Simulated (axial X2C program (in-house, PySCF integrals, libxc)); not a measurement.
# Linear OSeO²⁺ at several levels

An exercise on one series of results from a longer session: the logs are not shown, and one member is left open.

Method: all-electron X2C, two-component (2c) or spin-free, O dyall-av3z, Se dyall-v3z; program: an in-house X2C program for linear molecules on PySCF integrals.

All values are calculated.

2 further runs of the same task are left out: 2 set aside as unsound or not needed.

Set-up of the first run:

task.json

```json
{
 "zs": [
  8,
  34,
  8
 ],
 "q": 2,
 "bas": [
  "dyall-av3z",
  "dyall-v3z",
  "dyall-av3z"
 ],
 "r0": [
  1.64,
  1.64
 ],
 "symm": 1,
 "scan": [
  "PBE0",
  "HF",
  "TPSSh"
 ],
 "levels": [
  "PBE0",
  "HF",
  "r2SCAN"
 ],
 "nst": 2
}
```

Keys: zs atomic numbers; q charge; bas basis sets; r0 starting distance in Å; symm equal bonds; scan levels of the two-bond scan; levels methods; nst determinants followed.

Run with:

```bash
> python solin.py task.json out
```

Masses O 15.995, Se 79.917, O 15.995 u.

Among the steps run: Scan at PBE0, 2c; Scan at TPSSh, 2c; Scan at PBE0, spin-free.

One of the session's tables, all rows but one given; the rest of the session is left out.

```
           level  r(O–Se) (Å)  r(Se–O) (Å)  lower stretch (cm⁻¹)  upper stretch (cm⁻¹)
        PBE0, 2c            ?            ?                     ?                     ?
       TPSSh, 2c        1.575        1.575                 930.9                1078.8
 PBE0, spin-free        1.559        1.559                 973.6                1109.6
TPSSh, spin-free        1.574        1.574                 931.7                1079.3
```

**Question.** Estimate the row for PBE0, 2c.

As computed: r(O–Se) (Å): 1.559; r(Se–O) (Å): 1.559; lower stretch (cm⁻¹): 972.6; upper stretch (cm⁻¹): 1109.1.

Scans not shown above were run alike.

A multiply charged ion may be only metastable. The molecule was held linear; bending was not examined, so a bent shape may lie lower.
